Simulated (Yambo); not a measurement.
## ZrB: optical spectrum with PBEsol

Crystal: ZrB.

```
Zr B
1.0
     0.00000    2.26127    2.26127
     2.26127    0.00000    2.26127
     2.26127    2.26127    0.00000
Zr B
1 1
Direct
  0.00000 0.00000 0.00000
  0.50000 0.50000 0.50000
```

The cell isn't the ideal one: cell squeezed.

```json
{"Program": "Yambo 5.3.0", "Task": "optical spectrum", "Functional": "PBEsol", "Potentials or basis": "PseudoDojo 0.4.1 SR PBEsol standard", "Cutoff": "1034 eV", "Density cutoff": "4136 eV", "k mesh": "6 × 6 × 6", "Occupations": "fermi-dirac, width 0.05 eV", "Spin": "no spin polarisation", "k mesh of the self-consistent run": "10 × 10 × 10", "Direction of the field or of q to 0": "x", "Broadening": "0.1 eV", "Kernel": "Hartree (RPA with local fields)", "Top of the energy range": "20 eV", "Energy points": "200", "Correction of the levels": "none", "Bands in the response": "33", "Cutoff of the response matrix": "3 Ry"}
```

```json
{
  "Band gap on the k mesh, mean-field level": "none (metal or under the smearing width)"
}
```

Dielectric function (along the field direction of the input):
| energy (eV) | real part | imaginary part |
| --- | --- | --- |
| 0.30 | 8.59 | 41.62 |
| 0.80 | 14.34 | 7.92 |
| 1.31 | 10.23 | 2.44 |
| 1.81 | 6.85 | 14.70 |
| 2.31 | 8.04 | 4.28 |
| 2.81 | 12.87 | 6.83 |
| 3.32 | 6.30 | 7.88 |
| 3.82 | 5.68 | 10.23 |
| 4.32 | 11.99 | 7.22 |
| 4.82 | 2.99 | 7.55 |
| 5.33 | 11.65 | 8.02 |
| 5.83 | 0.89 | 14.97 |
| 6.33 | -3.25 | 7.70 |
| 6.83 | 3.55 | 8.31 |
| 7.34 | -1.19 | 6.40 |
| 7.84 | -0.61 | 6.19 |
| 8.34 | 2.59 | 6.77 |
| 8.84 | -4.26 | 5.13 |
| 9.35 | -0.65 | 3.23 |
| 9.85 | -1.64 | 4.68 |
| 10.35 | -2.06 | 2.80 |
| 10.85 | 0.37 | 1.60 |
| 11.36 | -0.06 | 4.81 |
| 11.86 | -1.18 | 4.79 |
| 12.36 | 0.14 | 2.81 |
| 12.86 | -3.18 | 3.94 |
| 13.37 | -3.62 | 1.68 |
| 13.87 | -1.17 | 1.42 |
| 14.37 | -1.06 | 0.90 |
| 14.87 | -1.11 | 1.49 |
| 15.38 | -0.58 | 0.98 |
| 15.88 | -0.65 | 0.48 |
| 16.38 | -0.03 | 0.63 |
| 16.88 | 0.01 | 0.42 |
| 17.39 | 0.39 | 1.45 |
| 17.89 | -0.60 | 0.71 |
| 18.39 | -0.17 | 0.84 |
| 18.89 | 0.28 | 0.71 |
| 19.40 | 0.07 | 1.51 |
| 20.00 | -0.23 | 0.66 |

Run time: 33 s on 1 thread of Arm Neoverse V2 (shared host).

Caveat: the k mesh is coarse (spacing up to 0.40 Å⁻¹), so the values aren't converged; the intraband (Drude) term of the metal is left out; the ground state has no gap, which makes the many-body step unreliable; spectra need much finer meshes, so this one isn't converged; these spectra lack excitons.
